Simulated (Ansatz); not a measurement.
# Zn (hcp type): how the settings move a single-point run

How sensitive is a single-point run of Zn (hcp type) to its settings? A reference run comes first, then one run with altered input.

Computed with Ansatz 0.2.0 (reference: DFT, LDA, PAW with Ansatz's default frozen-core files, scalar-relativistic, unless a step's input says otherwise).

### 1 The structure to begin with

It takes space group C2/m (No. 12, monoclinic). The conventional cell has a = 4.824 Å, b = 2.785 Å, c = 4.512 Å, α = 90.00°, β = 90.00°, γ = 90.00°. Around Zn (site symmetry m) lie 1 Zn at 1.94 Å.

Coordinates:

```
CELL_PARAMETERS angstrom
2.78508 0.00000 0.00000
-1.39254 2.41195 0.00000
0.00000 0.00000 4.51182
ATOMIC_POSITIONS crystal
Zn 0.23333 0.61667 0.17500
Zn 0.76667 0.38333 0.82500
```

### 2 The reference run

input.yaml

```yaml
crystal:
  lattice:
    - [2.7850770257, 0.0, 0.0]
    - [-1.3925385129, 2.4119474558, 0.0]
    - [0.0, 0.0, 4.5118247817]
  atoms:
    - { symbol: Zn, position: [0.2333333333, 0.6166666667, 0.175] }
    - { symbol: Zn, position: [0.7666666667, 0.3833333333, 0.825] }
kpoints:
  mp_grid: { grid: [12, 12, 7] }
scf:
  occupations: { method: fermi_dirac, width: 0.05 }
hamiltonian:
  xc: lda
  pseudopotentials: { kind: paw }
output:
  forces: true
  stress: true
  eigenvalues: true
  efg: { contact_densities: true }
  populations: true
  write_density: true
  write_potential: true
  elf: true
  volumetric_format: npy
```

Run with:

```sh
> ansatz run input.yaml --threads 1 --pin off --max-ram 2048MiB --backend cpu --events-out ev --progress --plain --runs-dir out
```

### 3 Changing settings: occupations.method gaussian, occupations.width 0.001, n_extra_bands 32

input.yaml: that of step 2 with these lines changed.

```diff
@@ -11,3 +11,4 @@
 scf:
-  occupations: { method: fermi_dirac, width: 0.05 }
+  occupations: { method: gaussian, width: 0.001 }
+  n_extra_bands: 32
 hamiltonian:
@@ -21,5 +22 @@
   populations: true
-  write_density: true
-  write_potential: true
-  elf: true
-  volumetric_format: npy
```

Q: Predict the outcome of this session. Wanted: for each run, ending; energy change; pressure; gap; force.

The runs gave:

```tsv
run	ending	energy change	pressure (GPa)	gap (eV)	force (eV/Å)	cycles	time
reference	converged	0	19.5	0.00	7.16	6	10 s
1: occupations.method gaussian, occupations.width 0.001, n_extra_bands 32	converged	+0.1 meV/atom (σ→0)	19.5	0.00	7.15	6	18 s
```

Times don't compare one to one where runs were asked for different outputs or read a saved state (see the inputs); cycles may leave out searches for a lower state.

Residual by cycle in the longest SCF loop of each run; runs are numbered as in the table. The quantity is the density residual dr2, in eV.

```tsv
cycle	reference	run 1
1	0.00581	0.00585
2	0.00277	7.5e-4
3	8.3e-4	1.4e-4
4	4.4e-5	5.3e-5
5	1.1e-7	2.6e-7
6	1.3e-8	2.8e-8
```

**Reading.** Changing the smearing and band count hardly moves the energy: +0.1 meV/atom. The structure is not at rest: the sound run finds 20 GPa, so these are no properties of the relaxed crystal. 
